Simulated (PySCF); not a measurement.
**[La(SH)2]+: other functionals and bases at one geometry**

Aim: see how levels, charges and forces of [La(SH)2]+ depend on the level of theory. The species was built from a template and needn't be a known compound.

Computed with PySCF 2.14.0. Level: several levels, as the steps say, no spin–orbit coupling.

1 further run of the same task is left out (for a known fault of the program).

### 1 Where the work starts

5 atoms, charge 1, spin multiplicity 1.

Bond lengths: La1–S2 2.609 Å, La1–S4 2.609 Å, S2–H3 1.359 Å, S4–H5 1.359 Å. Angles: S2–La1–S4 98.8°, La1–S2–H3 95.1°, La1–S4–H5 95.1°.

Geometry (Å):

```xyz
5
charge 1, multiplicity 1
La    0.0000    0.0000   -0.8236
S     1.9780   -0.1138    0.8737
H     2.9457   -0.2082   -0.0756
S    -1.9780    0.1138    0.8737
H    -2.9457    0.2082   -0.0756
```

Formal oxidation states: La +3. An earlier session relaxed this geometry at PBE0, La def2-SVP with ECP46, S def2-SVP, H def2-SVP (singlet, point group C2).

At PBE0 on the finer grid: E = -828.491116 Eh, HOMO -11.84 eV, LUMO -7.02 eV, Mulliken charge on La1 +1.12 e, largest force component 0.020 eV/Å. 

Levels to run: TPSS; M06-L; PBE0, TZVP. Hardware: 2 threads of AMD EPYC 9R45 (Zen 5), shared host.

### 2 TPSS

run.py (the lines that set the calculation)

```python
mol = gto.M(atom='''
La     0.00000     0.00000    -0.82365
S      1.97801    -0.11375     0.87368
H      2.94574    -0.20817    -0.07558
S     -1.97801     0.11375     0.87368
H     -2.94574     0.20817    -0.07558''',
    basis={'La': 'def2-SVP', 'S': 'def2-SVP', 'H': 'def2-SVP'},
    ecp={'La': 'def2-SVP'},
    charge=1, spin=0)
mf = dft.RKS(mol, xc='TPSS')
mf.grids.atom_grid = (75, 302)  # f atoms: unpruned, at least (60, 302)
mf = mf.density_fit()  # fitting sets: La def2-universal-JKFIT, S def2-universal-JKFIT, H def2-universal-JKFIT
mf.conv_tol = 1e-08; mf.max_cycle = 55
mf.kernel(dm0)  # dm0: the density of the relaxed state
```

Run with:

```
$ OMP_NUM_THREADS=2 python run.py
```

### 3 M06-L

run.py (the lines that set the calculation): that of step 2 with these lines changed.

```diff
@@ -9,3 +9,3 @@
     charge=1, spin=0)
-mf = dft.RKS(mol, xc='TPSS')
+mf = dft.RKS(mol, xc='M06L')
 mf.grids.atom_grid = (75, 302)  # f atoms: unpruned, at least (60, 302)
```

### 4 PBE0, TZVP

Basis: La def2-TZVP with ECP46, S def2-TZVP, H def2-TZVP. 

run.py (the lines that set the calculation)

```python
mol = gto.M(atom='''
La     0.00000     0.00000    -0.82365
S      1.97801    -0.11375     0.87368
H      2.94574    -0.20817    -0.07558
S     -1.97801     0.11375     0.87368
H     -2.94574     0.20817    -0.07558''',
    basis={'La': 'def2-TZVP', 'S': 'def2-TZVP', 'H': 'def2-TZVP'},
    ecp={'La': 'def2-TZVP'},
    charge=1, spin=0)
mf = dft.RKS(mol, xc='PBE0')
mf.grids.atom_grid = (75, 302)  # f atoms: unpruned, at least (60, 302)
mf = mf.density_fit()  # fitting sets: La def2-universal-JKFIT, S def2-universal-JKFIT, H def2-universal-JKFIT
mf.conv_tol = 1e-08; mf.max_cycle = 55
mf.kernel(dm0)  # dm0: free metal ions and neutral atoms
```

Before running it: what results should come out? Wanted: for each run, HOMO; gap; charge on La1; dipole; largest force.

As calculated:

| level | state | HOMO (eV) | gap (eV) | charge on La1 (e) | dipole (D) | largest force (eV/Å) | basis functions | time |
| --- | --- | --- | --- | --- | --- | --- | --- | --- |
| PBE0 (relaxed here) | singlet | -11.84 | 4.82 | 1.12 | 8.09 | 0.02 | 78 | 3.3 s |
| TPSS | singlet | -10.84 | 3.31 | 1.11 | 7.77 | 0.41 | 78 | 2.4 s |
| M06-L | singlet | -10.85 | 3.68 | 1.27 | 8.40 | 0.31 | 78 | 2.3 s |
| PBE0, TZVP | singlet | -11.82 | 4.86 | 1.33 | 7.75 | 0.18 | 126 | 3.5 s |

Times are on 2 threads of AMD EPYC 9R45 (Zen 5), shared host; the first row also made further properties. The dipole of a charged species depends on the origin, so these sizes hold for this origin alone.

In one basis the HOMO–LUMO gap runs from 3.31 eV (TPSS) to 4.82 eV (PBE0). The largest leftover force, 0.41 eV/Å with TPSS, stands at a geometry relaxed at another level. The Mulliken charge on La spans +1.11 to +1.33 e over the levels. Total energies of different levels can't be compared. Spin–orbit coupling is left out throughout.
